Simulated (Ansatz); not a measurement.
This script makes a test of the smearing width of BeAu3, space group Pm-3m with Ansatz's Python interface.

`POSCAR`
```text
BeAu3
1.0
   4.01170600    0.00000000    0.00000000
   0.00000000    4.01170600    0.00000000
   0.00000000    0.00000000    4.01170600
Be Au
1 3
Direct
   0.00000000    0.00000000    0.00000000
   0.00000000    0.50000000    0.50000000
   0.50000000    0.00000000    0.50000000
   0.50000000    0.50000000    0.00000000
```

The script, `beau3.py`:
```python
# -*- coding: utf-8 -*-
"""How the energy of BeAu3 depends on the smearing."""

import csv

import ansatz as az
from ase.io import read

atoms = read("POSCAR", format="vasp")
xtal = az.Crystal.from_ase(atoms)

calculation = xtal.calculation().functional(az.Functional.PBE).pseudopotentials("paw").kpoints(density=3.1)

rows = []
for value in [0.5, 0.3, 0.2, 0.1]:
    data = calculation.occupations("methfessel_paxton", width=value).run().report
    rows.append((value, data["free_energy_ev"] / len(data["lattice"]["sites"]), data["n_iterations"], data["n_kpoints"]))

with open("smear.csv", "w", newline="") as handle:
    writer = csv.writer(handle)
    writer.writerow(["width (eV)", "F/atom (eV)", "iterations", "k-points"])
    writer.writerows([round(v, 5) if isinstance(v, float) else v for v in row] for row in rows)

# differences from the last row
for row in rows[:-1]:
    shift = 1000 * (row[1] - rows[-1][1])
    print(f"{row[0]}: {shift:+.2f} meV/atom" + ("  (within 1 meV)" if abs(shift) < 1 else ""))
```

How much does the free energy per atom change between the narrowest and the widest smearing, and why?

Going from 0.1 to 0.5 eV changes F by +2.5 meV an atom. This scheme is built to cancel the term in the square of the width, so the shifts stay small and are partly the mesh's error.

The output:

```console
$ python beau3.py
DeckWarning: basis.ecutwfc = 420 eV, auto-derived from the records' recommended cutoffs: set by Be (normal level)
0.5: +2.46 meV/atom
0.3: -0.03 meV/atom  (within 1 meV)
0.2: -0.34 meV/atom  (within 1 meV)
```
(Warnings from the package without file and line.)

`smear.csv`, as written:
```csv
width (eV),F/atom (eV),iterations,k-points
0.5,-9885.12957,6,10
0.3,-9885.13206,6,10
0.2,-9885.13237,6,10
0.1,-9885.13203,6,10
```

Reading the output:
- The mesh is modest for a metal, so energies can be off by several to tens of meV an atom and pressures by half a GPa or more; differences at equal mesh fare better.
- The narrowest width needs the finest mesh, so the last row is no converged reference.
- Spin-orbit coupling, which matters for elements this heavy, is left out.
- This cell is a computed structure, which may not be the phase found in nature.
- Wall time of the script: 3.6 s on 1 thread of Arm Neoverse V2, on a shared host, peak memory 0.4 GiB.

(A comment or docstring line of the script was reworded after the run, the code is as it ran; lines on the test bed's own set-up are left out of the output.)
